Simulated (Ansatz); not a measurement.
**BHCl2 + HBr: a complex and its separated parts, part 1 of 2**

The complex below is one end of an elementary step. How strongly is it bound against its free parts?

Method: PBE0-D4/def2-TZVP structures, single points in def2-TZVPP, no counterpoise correction; program: Ansatz 0.2.0, Gaussian basis.

Levels: SPW92, PBE-D4, BLYP-D4, r2SCAN-D4, B97M-V, PBE0-D4, B3LYP-D4, r2SCAN0-D4, BHLYP-D4, CAM-B3LYP-D4, wB97X-V, wB97M-V, B2PLYP, PBE-QIDH, RPA on PBE, Hartree-Fock, MP2, CCSD, CCSD(T).

Cores are frozen in the correlated methods. Filled d shells of the heavier atoms are correlated. B3LYP uses VWN-RPA correlation. B2PLYP carries no dispersion term here.

94 further runs of the same task are left out: 94 set aside as unsound or not needed. Runs told in other sessions of the task aren't counted.

**1. Starting geometry**

The complex: 6 atoms, charge 0, spin multiplicity 1.

Atoms are counted from 1 here; the program's logs count them from 0.

Bond lengths: B1–Cl3 1.736 Å, B1–Cl4 1.736 Å, B1–H6 1.186 Å, Br2–H5 1.421 Å. Angles: Cl3–B1–Cl4 120.6°, Cl3–B1–H6 119.7°, Cl4–B1–H6 119.7°.

Geometry (Å):

```xyz
6
charge 0, multiplicity 1
B    -0.3540   -1.0530    0.3507
Br    1.1308    1.9590   -0.6265
Cl    0.4088   -2.0302   -0.8641
Cl    0.2519   -1.0312    1.9770
H    -0.1137    2.5820   -0.9141
H    -1.3238   -0.4266    0.0769
```

Its parts: BHCl2 holds atoms 1, 3, 4, 6; HBr holds atoms 2, 5. Each part counts its atoms afresh in its own runs.

**2. Relaxing BHCl2 alone**

Input file relax-a/in.yaml:

```yaml
crystal:
  periodic: [false, false, false]
  atoms:
    - {symbol: B, position_ang: [-0.354010, -1.052978, 0.350691]}
    - {symbol: Cl, position_ang: [0.408795, -2.030246, -0.864065]}
    - {symbol: Cl, position_ang: [0.251915, -1.031158, 1.977017]}
    - {symbol: H, position_ang: [-1.323771, -0.426614, 0.076877]}
basis:
  gaussian: {orbitals: def2-TZVP}
hamiltonian: {xc: pbe0, dispersion: d4}
relax: {f_tol: 0.005, max_steps: 200}
```

Command:

```console
> ansatz run in.yaml --threads 4 --pin off --events-out ev --progress --plain --max-ram 9574MiB
```

What it wrote, cut to the lines that bear on the results:

```text
Functional definition: PBE0
  name "PBE0"
  cite "Adamo & Barone, J. Chem. Phys. 110, 6158 (1999) doi:10.1063/1.478522"
  cite "Perdew, Burke & Ernzerhof, Phys. Rev. Lett. 77, 3865 (1996) doi:10.1103/PhysRevLett.77.3865"
  parent pbe
[...]
749 factors; their error is unknown
[...]
mean field -25731.60664021 eV, -945.6191025184 hartree, gradient 8.0e-5 eV, S^2 0.000000; 0 other end points of the search recorded, 0 dependent functions left out
[...]
reference -25731.60666503 eV, -945.6191034303 hartree; 20, 20 occupied and 91, 91 virtual orbitals, 749 factors
[...]
749 factors; their error is unknown
mean field -25731.60804382 eV, -945.6191540999 hartree, gradient 5.7e-5 eV, S^2 0.000000; 1 other end points of the search recorded, 0 dependent functions left out
[...]
reference -25731.60806862 eV, -945.6191550114 hartree; 20, 20 occupied and 91, 91 virtual orbitals, 749 factors
Total energy: -25731.67422060 eV, -945.6215860517 hartree
Atom 0 at    -0.361074    -1.063842     0.354121 Å, force     0.000380    -0.000205     0.000093 eV/Å
Atom 1 at     0.410445    -2.026518    -0.864349 Å, force    -0.000021     0.000046     0.000150 eV/Å
Atom 2 at     0.253657    -1.028014     1.975071 Å, force    -0.000004    -0.000058    -0.000147 eV/Å
Atom 3 at    -1.320099    -0.422622     0.075676 Å, force    -0.000355     0.000217    -0.000096 eV/Å
Dipole moment:    -0.075255     0.050314    -0.021849 e Å
```

Wall time 4 s (4 threads of Arm Neoverse V2, shared host).

Step by step: (the energy doesn't fall at every step)

| step | energy from step 1 (eV) | largest force component (eV/Å) |
| --- | --- | --- |
| 1 | 0.0000 | 0.1446 |
| 2 | 0.0896 | 1.0132 |
| 3 | -0.0014 | 0.0123 |
| 4 | -0.0014 | 0.0118 |
| 5 | -0.0014 | 0.0004 |

Distances of close pairs at the start and the end, largest changes first:

| bond | before (Å) | after (Å) | change (Å) |
| --- | --- | --- | --- |
| B1–Cl3 | 1.736 | 1.734 | -0.002 |
| B1–Cl2 | 1.736 | 1.734 | -0.002 |
| B1–H4 | 1.186 | 1.187 | +0.000 |

**3. Relaxing HBr alone**

Input file relax-b/in.yaml:

```yaml
crystal:
  periodic: [false, false, false]
  atoms:
    - {symbol: Br, position_ang: [1.130751, 1.959028, -0.626539]}
    - {symbol: H, position_ang: [-0.113682, 2.581969, -0.914080]}
basis:
  gaussian: {orbitals: def2-TZVP}
hamiltonian: {xc: pbe0, dispersion: d4}
relax: {f_tol: 0.005, max_steps: 200}
```

Command:

```console
> ansatz run in.yaml --threads 4 --pin off --events-out ev --progress --plain --max-ram 9574MiB
```

What it wrote, cut to the lines that bear on the results:

```text
[... 5 set-up lines as earlier in the session ...]
[...]
457 factors; their error is unknown
[...]
mean field -70054.57277887 eV, -2574.4580649287 hartree, gradient 2.1e-5 eV, S^2 0.000000; 0 other end points of the search recorded, 0 dependent functions left out
[...]
reference -70054.57279930 eV, -2574.4580656794 hartree; 18, 18 occupied and 36, 36 virtual orbitals, 457 factors
Total energy: -70054.57831865 eV, -2574.4582685118 hartree
Atom 0 at     1.130576     1.959116    -0.626580 Å, force    -0.002032     0.001017    -0.000470 eV/Å
Atom 1 at    -0.113507     2.581881    -0.914039 Å, force     0.002032    -0.001017     0.000470 eV/Å
Dipole moment:    -0.173699     0.086951    -0.040135 e Å
```

It took 0.7 s on 4 threads of Arm Neoverse V2, shared host.

Step by step:

| step | energy from step 1 (eV) | largest force component (eV/Å) |
| --- | --- | --- |
| 1 | 0.0000 | 0.0112 |
| 2 | 0.0000 | 0.0020 |

The bond:

| bond | before (Å) | after (Å) | change (Å) |
| --- | --- | --- | --- |
| Br1–H2 | 1.421 | 1.421 | -0.000 |

**4. SPW92/def2-TZVPP**

Input file parta/in.yaml:

```yaml
crystal:
  periodic: [false, false, false]
  atoms:
    - {symbol: B, position_ang: [-0.361074, -1.063842, 0.354121]}
    - {symbol: Cl, position_ang: [0.410445, -2.026518, -0.864349]}
    - {symbol: Cl, position_ang: [0.253657, -1.028014, 1.975071]}
    - {symbol: H, position_ang: [-1.320099, -0.422622, 0.075676]}
basis:
  gaussian: {orbitals: def2-TZVPP}
hamiltonian: {xc: lda}
```

Input file partb/in.yaml:

```yaml
crystal:
  periodic: [false, false, false]
  atoms:
    - {symbol: Br, position_ang: [1.130576, 1.959116, -0.626580]}
    - {symbol: H, position_ang: [-0.113507, 2.581881, -0.914039]}
basis:
  gaussian: {orbitals: def2-TZVPP}
hamiltonian: {xc: lda}
```

Each run has its own folder and the same command.

Command:

```console
> ansatz run in.yaml --threads 4 --pin off --events-out ev --progress --plain --max-ram 9574MiB
```

parta printed, cut to the lines that bear on the results:

```text
Functional definition: SPW92
  name "SPW92"
  cite "Dirac, Proc. Camb. Phil. Soc. 26, 376 (1930) doi:10.1017/S0305004100016108"
  cite "Slater, Phys. Rev. 81, 385 (1951) doi:10.1103/PhysRev.81.385"
  cite "Perdew & Wang, Phys. Rev. B 45, 13244 (1992) doi:10.1103/PhysRevB.45.13244"
[...]
816 factors; their error is unknown
[...]
mean field -25652.00953609 eV, -942.6939628947 hartree, gradient 7.8e-6 eV, S^2 0.000000; 0 other end points of the search recorded, 0 dependent functions left out
reference -25652.00956746 eV, -942.6939640475 hartree; 20, 20 occupied and 109, 109 virtual orbitals, 816 factors
Total energy: -25652.00956746 eV, -942.6939640475 hartree
```

partb printed, cut to the lines that bear on the results:

```text
[... 5 set-up lines as earlier in the session ...]
[...]
435 factors; their error is unknown
[...]
mean field -69965.45705284 eV, -2571.1831224018 hartree, gradient 6.0e-6 eV, S^2 0.000000; 0 other end points of the search recorded, 0 dependent functions left out
reference -69965.45707389 eV, -2571.1831231753 hartree; 18, 18 occupied and 44, 44 virtual orbitals, 435 factors
Total energy: -69965.45707389 eV, -2571.1831231753 hartree
```

Times: 0.35 s (parta), 0.15 s (partb) on 4 threads of Arm Neoverse V2, shared host.

**5. PBE-D4/def2-TZVPP**

The same edit goes into each in.yaml of step 4 (parta, partb):

```diff
-hamiltonian: {xc: lda}
+hamiltonian: {xc: pbe, dispersion: d4}
```

One command serves all of them, each in its own folder.

Command:

```console
> ansatz run in.yaml --threads 4 --pin off --events-out ev --progress --plain --max-ram 9574MiB
```

parta printed, cut to the lines that bear on the results:

```text
Functional definition: PBE
  name "PBE"
[... 2 set-up lines as earlier in the session ...]
[...]
816 factors; their error is unknown
[...]
mean field -25729.42660603 eV, -945.5389877400 hartree, gradient 1.4e-5 eV, S^2 0.000000; 0 other end points of the search recorded, 0 dependent functions left out
reference -25729.42663958 eV, -945.5389889729 hartree; 20, 20 occupied and 109, 109 virtual orbitals, 816 factors
Total energy: -25729.50588374 eV, -945.5419011418 hartree
```

Output in partb, cut to the lines that bear on the results:

```text
[... 4 set-up lines as earlier in the session ...]
[...]
435 factors; their error is unknown
[...]
mean field -70052.13670995 eV, -2574.3685410468 hartree, gradient 1.9e-5 eV, S^2 0.000000; 0 other end points of the search recorded, 0 dependent functions left out
reference -70052.13673260 eV, -2574.3685418795 hartree; 18, 18 occupied and 44, 44 virtual orbitals, 435 factors
Total energy: -70052.14351770 eV, -2574.3687912273 hartree
```

They took 0.55 s (parta), 0.2 s (partb) on 4 threads of Arm Neoverse V2, shared host.

**6. BLYP-D4/def2-TZVPP**

The same edit goes into each in.yaml of step 5 (parta, partb):

```diff
-hamiltonian: {xc: pbe, dispersion: d4}
+hamiltonian: {xc: {name: BLYP}, dispersion: d4}
```

One command serves all of them, each in its own folder.

Command:

```console
> ansatz run in.yaml --threads 4 --pin off --events-out ev --progress --plain --max-ram 9574MiB
```

Log of parta, cut to the lines that bear on the results:

```text
Functional definition: BLYP
  name "BLYP"
  cite "Becke, Phys. Rev. A 38, 3098 (1988) doi:10.1103/PhysRevA.38.3098"
  cite "Lee, Yang & Parr, Phys. Rev. B 37, 785 (1988) doi:10.1103/PhysRevB.37.785"
[...]
816 factors; their error is unknown
[...]
mean field -25740.30543283 eV, -945.9387772508 hartree, gradient 3.2e-5 eV, S^2 0.000000; 0 other end points of the search recorded, 0 dependent functions left out
reference -25740.30573239 eV, -945.9387882594 hartree; 20, 20 occupied and 109, 109 virtual orbitals, 816 factors
Total energy: -25740.48454230 eV, -945.9453594026 hartree
```

Log of partb, cut to the lines that bear on the results:

```text
[... 4 set-up lines as earlier in the session ...]
[...]
435 factors; their error is unknown
[...]
mean field -70063.39687803 eV, -2574.7823445915 hartree, gradient 8.5e-5 eV, S^2 0.000000; 0 other end points of the search recorded, 0 dependent functions left out
reference -70063.39708641 eV, -2574.7823522491 hartree; 18, 18 occupied and 44, 44 virtual orbitals, 435 factors
Total energy: -70063.41305840 eV, -2574.7829392093 hartree
```

They took 0.55 s (parta), 0.2 s (partb) on 4 threads of Arm Neoverse V2, shared host.

**7. r2SCAN-D4/def2-TZVPP**

Each input of step 6 (parta, partb) changes in the same lines:

```diff
-hamiltonian: {xc: {name: BLYP}, dispersion: d4}
+hamiltonian: {xc: r2scan, dispersion: d4}
```

Each run has its own folder and the same command.

Command:

```console
> ansatz run in.yaml --threads 4 --pin off --events-out ev --progress --plain --max-ram 9574MiB
```

parta printed, cut to the lines that bear on the results:

```text
Functional definition: r2SCAN
  name "r2SCAN"
  cite "Furness, Kaplan, Ning, Perdew & Sun, J. Phys. Chem. Lett. 11, 8208 (2020) doi:10.1021/acs.jpclett.0c02405"
  cite "Furness, Kaplan, Ning, Perdew & Sun, J. Phys. Chem. Lett. 11, 9248 (2020) doi:10.1021/acs.jpclett.0c03077"
  parent r2scan
[...]
816 factors; their error is unknown
[...]
mean field -25738.71217196 eV, -945.8802259938 hartree, gradient 7.1e-6 eV, S^2 0.000000; 0 other end points of the search recorded, 0 dependent functions left out
reference -25738.71218068 eV, -945.8802263143 hartree; 20, 20 occupied and 109, 109 virtual orbitals, 816 factors
Total energy: -25738.72911025 eV, -945.8808484643 hartree
```

Output in partb, cut to the lines that bear on the results:

```text
[... 5 set-up lines as earlier in the session ...]
[...]
435 factors; their error is unknown
[...]
mean field -70062.28305340 eV, -2574.7414122912 hartree, gradient 2.3e-5 eV, S^2 0.000000; 0 other end points of the search recorded, 0 dependent functions left out
reference -70062.28305950 eV, -2574.7414125156 hartree; 18, 18 occupied and 44, 44 virtual orbitals, 435 factors
Total energy: -70062.28451861 eV, -2574.7414661366 hartree
```

Wall times: 1.2 s (parta), 0.55 s (partb) on 4 threads of Arm Neoverse V2, shared host.

**8. B97M-V/def2-TZVPP**

Each input of step 7 (parta, partb) changes in the same lines:

```diff
-hamiltonian: {xc: r2scan, dispersion: d4}
+hamiltonian: {xc: {name: B97M-V}}
```

Each run has its own folder and the same command.

Command:

```console
> ansatz run in.yaml --threads 4 --pin off --events-out ev --progress --plain --max-ram 9574MiB
```

Output in parta, cut to the lines that bear on the results:

```text
Functional definition: B97M-V
  name "B97M-V"
  cite "Mardirossian & Head-Gordon, J. Chem. Phys. 142, 074111 (2015) doi:10.1063/1.4907719"
  cite "Becke, J. Chem. Phys. 107, 8554 (1997) doi:10.1063/1.475007"
  cite "Vydrov & Van Voorhis, J. Chem. Phys. 133, 244103 (2010) doi:10.1063/1.3521275"
  # Of w^i u^j: cxij and so on, Table III.
[...]
  gx(w, u) = cx00 + cx01*u + cx02*u^2 + (cx10 + cx11*u)*w
[...]
  gos(w, u) = cos00 + cos01*u + cos03*u^3 + cos10*w + cos32*w^3*u^2
[...]
      + integral(e_c_pw_mod_opposite_spin*gos(b97_w_opposite, b97_u_opposite)) + vv10(b, c)
816 factors; their error is unknown
[...]
mean field -25734.67142776 eV, -945.7317313834 hartree, gradient 3.7e-5 eV, S^2 0.000000; 0 other end points of the search recorded, 0 dependent functions left out
reference -25734.67147343 eV, -945.7317330616 hartree; 20, 20 occupied and 109, 109 virtual orbitals, 816 factors
Total energy: -25734.67147343 eV, -945.7317330616 hartree
```

Log of partb, cut to the lines that bear on the results:

```text
[... 5 set-up lines as earlier in the session ...]
  # Of w^i u^j: cxij and so on, Table III.
[...]
  gx(w, u) = cx00 + cx01*u + cx02*u^2 + (cx10 + cx11*u)*w
[...]
  gos(w, u) = cos00 + cos01*u + cos03*u^3 + cos10*w + cos32*w^3*u^2
[...]
      + integral(e_c_pw_mod_opposite_spin*gos(b97_w_opposite, b97_u_opposite)) + vv10(b, c)
435 factors; their error is unknown
[...]
mean field -70050.13091312 eV, -2574.2948293732 hartree, gradient 1.6e-5 eV, S^2 0.000000; 0 other end points of the search recorded, 0 dependent functions left out
reference -70050.13094497 eV, -2574.2948305436 hartree; 18, 18 occupied and 44, 44 virtual orbitals, 435 factors
Total energy: -70050.13094497 eV, -2574.2948305436 hartree
```

They took 2.2 s (parta), 0.7 s (partb) on 4 threads of Arm Neoverse V2, shared host.

**9. PBE0-D4/def2-TZVPP**

The same edit goes into each in.yaml of step 8 (parta, partb):

```diff
-hamiltonian: {xc: {name: B97M-V}}
+hamiltonian: {xc: pbe0, dispersion: d4}
+output: {orbitals: {seedname: orbitals}}
```

One command serves all of them, each in its own folder.

Command:

```console
> ansatz run in.yaml --threads 4 --pin off --events-out ev --progress --plain --max-ram 9574MiB
```

Output in parta, cut to the lines that bear on the results:

```text
[... 5 set-up lines as earlier in the session ...]
[...]
878 factors; their error is unknown
[...]
mean field -25731.61481739 eV, -945.6194030243 hartree, gradient 1.8e-5 eV, S^2 0.000000; 0 other end points of the search recorded, 0 dependent functions left out
reference -25731.61484213 eV, -945.6194039332 hartree; 20, 20 occupied and 109, 109 virtual orbitals, 878 factors
Total energy: -25731.68099410 eV, -945.6218349734 hartree
```

Log of partb, cut to the lines that bear on the results:

```text
[... 5 set-up lines as earlier in the session ...]
[...]
472 factors; their error is unknown
[...]
mean field -70054.59430718 eV, -2574.4588560792 hartree, gradient 7.1e-6 eV, S^2 0.000000; 0 other end points of the search recorded, 0 dependent functions left out
reference -70054.59432443 eV, -2574.4588567134 hartree; 18, 18 occupied and 44, 44 virtual orbitals, 472 factors
Total energy: -70054.59984378 eV, -2574.4590595458 hartree
```

Times: 0.7 s (parta), 0.25 s (partb) on 4 threads of Arm Neoverse V2, shared host.

**10. B3LYP-D4/def2-TZVPP**

Each input of step 9 (parta, partb) changes in the same lines:

```diff
-hamiltonian: {xc: pbe0, dispersion: d4}
-output: {orbitals: {seedname: orbitals}}
+hamiltonian: {xc: {name: B3LYP}, dispersion: d4}
```

The same command starts each run, in its folder.

Command:

```console
> ansatz run in.yaml --threads 4 --pin off --events-out ev --progress --plain --max-ram 9574MiB
```

Log of parta, cut to the lines that bear on the results:

```text
Functional definition: B3LYP
  name "B3LYP"
  cite "Stephens, Devlin, Chabalowski & Frisch, J. Phys. Chem. 98, 11623 (1994) doi:10.1021/j100096a001"
[... 2 set-up lines as earlier in the session ...]
  cite "Vosko, Wilk & Nusair, Can. J. Phys. 58, 1200 (1980) doi:10.1139/p80-159"
[...]
854 factors; their error is unknown
[...]
mean field -25741.77056590 eV, -945.9926198979 hartree, gradient 9.4e-6 eV, S^2 0.000000; 0 other end points of the search recorded, 0 dependent functions left out
reference -25741.77078903 eV, -945.9926280979 hartree; 20, 20 occupied and 109, 109 virtual orbitals, 854 factors
Total energy: -25741.90210291 eV, -945.9974537938 hartree
```

Log of partb, cut to the lines that bear on the results:

```text
[... 6 set-up lines as earlier in the session ...]
[...]
472 factors; their error is unknown
[...]
mean field -70063.59660563 eV, -2574.7896844453 hartree, gradient 6.2e-6 eV, S^2 0.000000; 0 other end points of the search recorded, 0 dependent functions left out
reference -70063.59676281 eV, -2574.7896902218 hartree; 18, 18 occupied and 44, 44 virtual orbitals, 472 factors
Total energy: -70063.60789629 eV, -2574.7900993696 hartree
```

They took 0.75 s (parta), 0.25 s (partb) on 4 threads of Arm Neoverse V2, shared host.

**11. r2SCAN0-D4/def2-TZVPP**

The same edit goes into each in.yaml of step 10 (parta, partb):

```diff
-hamiltonian: {xc: {name: B3LYP}, dispersion: d4}
+hamiltonian: {xc: {name: r2SCAN0}, dispersion: d4}
```

The same command starts each run, in its folder.

Command:

```console
> ansatz run in.yaml --threads 4 --pin off --events-out ev --progress --plain --max-ram 9574MiB
```

Output in parta, cut to the lines that bear on the results:

```text
Functional definition: r2SCAN0
  name "r2SCAN0"
  cite "Bursch, Neugebauer, Ehlert & Grimme, J. Chem. Phys. 156, 134105 (2022) doi:10.1063/5.0086040"
[... 3 set-up lines as earlier in the session ...]
[...]
878 factors; their error is unknown
[...]
mean field -25738.51167101 eV, -945.8728577199 hartree, gradient 3.5e-5 eV, S^2 0.000000; 0 other end points of the search recorded, 0 dependent functions left out
reference -25738.51167789 eV, -945.8728579725 hartree; 20, 20 occupied and 109, 109 virtual orbitals, 878 factors
Total energy: -25738.53226368 eV, -945.8736144863 hartree
```

Output in partb, cut to the lines that bear on the results:

```text
[... 6 set-up lines as earlier in the session ...]
[...]
472 factors; their error is unknown
[...]
mean field -70062.25257262 eV, -2574.7402921432 hartree, gradient 7.3e-6 eV, S^2 0.000000; 0 other end points of the search recorded, 0 dependent functions left out
reference -70062.25257750 eV, -2574.7402923228 hartree; 18, 18 occupied and 44, 44 virtual orbitals, 472 factors
Total energy: -70062.25429237 eV, -2574.7403553428 hartree
```

Wall times: 1.4 s (parta), 0.55 s (partb) on 4 threads of Arm Neoverse V2, shared host.

**12. BHLYP-D4/def2-TZVPP**

Each input of step 11 (parta, partb) changes in the same lines:

```diff
-hamiltonian: {xc: {name: r2SCAN0}, dispersion: d4}
+hamiltonian: {xc: {name: BHLYP}, dispersion: d4}
```

Each run has its own folder and the same command.

Command:

```console
> ansatz run in.yaml --threads 4 --pin off --events-out ev --progress --plain --max-ram 9574MiB
```

Log of parta, cut to the lines that bear on the results:

```text
Functional definition: BHLYP
  name "BHLYP"
  cite "Becke, J. Chem. Phys. 98, 1372 (1993) doi:10.1063/1.464304"
[... 2 set-up lines as earlier in the session ...]
[...]
956 factors; their error is unknown
[...]
mean field -25740.52005869 eV, -945.9466646057 hartree, gradient 3.4e-5 eV, S^2 0.000000; 0 other end points of the search recorded, 0 dependent functions left out
reference -25740.52020953 eV, -945.9466701488 hartree; 20, 20 occupied and 109, 109 virtual orbitals, 956 factors
Total energy: -25740.62491538 eV, -945.9505180179 hartree
```

Log of partb, cut to the lines that bear on the results:

```text
[... 5 set-up lines as earlier in the session ...]
[...]
514 factors; their error is unknown
[...]
mean field -70062.48029176 eV, -2574.7486606675 hartree, gradient 8.4e-6 eV, S^2 0.000000; 0 other end points of the search recorded, 0 dependent functions left out
reference -70062.48039961 eV, -2574.7486646309 hartree; 18, 18 occupied and 44, 44 virtual orbitals, 514 factors
Total energy: -70062.48825917 eV, -2574.7489534644 hartree
```

Times: 0.8 s (parta), 0.25 s (partb) on 4 threads of Arm Neoverse V2, shared host.

(Continued in part 2 of 2.)
